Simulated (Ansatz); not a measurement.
# Ga2Cl: one candidate structure

Where does Ga2Cl go from the start given, anti-fluorite type (Fm-3m, No. 225)?

Program: Ansatz 0.2.0. Level of theory: DFT PBE, scalar-relativistic, plane waves, PAW. These are calculated values, not measurements.

## 1. The structure to begin with

The structure is cubic, space group Fm-3m (No. 225). Conventional cell: a = 6.206 Å, b = 6.206 Å, c = 6.206 Å, α = 90.00°, β = 90.00°, γ = 90.00°. Ga (site symmetry -43m) is surrounded by 4 Cl at 2.69 Å. Cl (site symmetry m-3m) is surrounded by 8 Ga at 2.69 Å.

Structure file:

```
CELL_PARAMETERS angstrom
0.00000 3.10309 3.10309
3.10309 0.00000 3.10309
3.10309 3.10309 0.00000
ATOMIC_POSITIONS crystal
Ga 0.25000 0.25000 0.25000
Ga 0.75000 0.75000 0.75000
Cl 0.00000 0.00000 0.00000
```

(A quick probe on a coarse mesh, which set the mesh and smearing, is not shown.)

## 3. Rough relaxation on the coarse mesh

The input, input.yaml:

```yaml
crystal:
  lattice:
    - [0.0, 3.1030917648, 3.1030917648]
    - [3.1030917648, 0.0, 3.1030917648]
    - [3.1030917648, 3.1030917648, 0.0]
  atoms:
    - { symbol: Ga, position: [0.25, 0.25, 0.25] }
    - { symbol: Ga, position: [0.75, 0.75, 0.75] }
    - { symbol: Cl, position: [0.0, 0.0, 0.0] }
basis:
  ecutwfc: 420
kpoints:
  mp_grid: { grid: [6, 6, 6] }
hamiltonian:
  xc: pbe
scf:
  occupations: { method: gaussian, width: 0.1 }
  lower_state_search: "off"
output:
  forces: true
  stress: true
  eigenvalues: true
relax:
  adjacent_minimum: "off"
  f_tol: 0.04
  max_steps: 70
  cell: { stress_tol: 0.4 }
```

On the command line:

```
$ ansatz run input.yaml --threads 1 --pin off --max-ram 2560MiB --backend cpu --events-out ev --progress --plain --runs-dir out
```

Further runs follow: the relaxation.

Q: Predict the outcome of this session.

The runs gave:

Formation energies count from the elements, computed with the same settings in runs not shown here.

```
                          quantity                                                                      value
               cell (conventional)  a = 7.079 Å, b = 7.079 Å, c = 7.079 Å, α = 90.00°, β = 90.00°, γ = 90.00°
                       space group                                                            Fm-3m (No. 225)
                            volume                                                              29.56 Å³/atom
                   gap on the mesh                                                               none (metal)
formation energy from the elements                                                             +0.008 eV/atom
```

The space group stayed Fm-3m, and from the first guess the volume went from 19.92 to 29.56 Å³/atom. Its formation energy is near zero. The final runs have no spin polarisation, so no magnetic state was tried and one may lie lower.
